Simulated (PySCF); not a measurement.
**Cs2Br2: other functionals and bases at one geometry**

One table from this session's results is given with a row withheld; the runs are named, their logs left out.

Method: several levels, as the steps say, no spin–orbit coupling; program: PySCF 2.14.0.

3 further runs of the same task are left out: 2 for a known fault of the program, 1 that didn't finish.

### Starting geometry

4 atoms, charge 0, spin multiplicity 1.

Bond lengths: Cs1–Br3 3.349 Å, Cs1–Br4 3.349 Å, Cs2–Br3 3.349 Å, Cs2–Br4 3.349 Å. Angles: Br3–Cs1–Br4 90.5°, Br3–Cs2–Br4 90.5°, Cs1–Br3–Cs2 89.5°, Cs1–Br4–Cs2 89.5°.

Coordinates:

```xyz
4
Br2Cs2
Cs    0.0000    0.0000    2.3580
Cs    0.0000    0.0000   -2.3580
Br    2.3786    0.0000    0.0000
Br   -2.3786    0.0000    0.0000
```

Formal oxidation states: Cs +1. An earlier session relaxed this geometry at PBE0, Cs def2-SVP with ECP46, Br def2-SVP (singlet, point group D2h).

At PBE0 on the finer grid: E = -5187.630448 Eh, HOMO -6.07 eV, LUMO -0.78 eV, Mulliken charge on Cs1 +0.61 e, largest force component 0.035 eV/Å. 

Levels to run: M06-L; r2SCAN; TPSSh; TPSS; PBE0, TZVP; PBE0, x2c-SVP. Hardware: 2 threads of Arm Neoverse V1, shared host.

Set-up of the first run:

File run.py (the lines that set the calculation):

```python
mol = gto.M(atom='''
Cs     0.00000     0.00000     2.35797
Cs     0.00000     0.00000    -2.35797
Br     2.37863     0.00000     0.00000
Br    -2.37863     0.00000     0.00000''',
    basis={'Cs': 'def2-SVP', 'Br': 'def2-SVP'},
    ecp={'Cs': 'def2-SVP'},
    charge=0, spin=0)
mf = dft.RKS(mol, xc='M06L')
mf.grids.atom_grid = (75, 302)
mf = mf.density_fit()  # fitting sets: Cs def2-universal-JKFIT, Br def2-universal-JKFIT
mf.conv_tol = 1e-08; mf.max_cycle = 55
mf.kernel(dm0)  # dm0: the density of the relaxed state
```

Started as:

```console
OMP_NUM_THREADS=2 python run.py
```

Steps of the session up to this table: M06-L; r2SCAN; TPSSh; TPSS; PBE0, TZVP; PBE0, x2c-SVP.

One of the session's tables, all rows but one given; the rest of the session is left out.

| level | HOMO (eV) | gap (eV) | charge on Cs1 (e) | largest force component (eV/Å) |
| --- | --- | --- | --- | --- |
| PBE0 (relaxed here) | -6.07 | 5.29 | 0.61 | 0.03 |
| M06-L | -4.90 | 4.16 | 0.67 | 0.15 |
| r2SCAN | -5.13 | 4.47 | 0.62 | 0.09 |
| TPSSh | -5.44 | 4.51 | 0.61 | 0.07 |
| TPSS | ? | ? | ? | ? |
| PBE0, TZVP | -6.27 | 5.53 | 0.78 | 0.02 |
| PBE0, x2c-SVP | -6.08 | 5.31 | 0.64 | 0.28 |

**Question.** Estimate the row for TPSS.

The run gave: HOMO (eV): -4.97; gap (eV): 3.88; charge on Cs1 (e): 0.59; largest force component (eV/Å): 0.08. In the column «HOMO (eV)» it lies between r2SCAN (-5.13) and M06-L (-4.90).

In one basis the HOMO–LUMO gap runs from 3.88 eV (TPSS) to 5.29 eV (PBE0). The largest leftover force, 0.28 eV/Å with PBE0, x2c-SVP, stands at a geometry relaxed at another level. Total energies of different levels can't be compared.
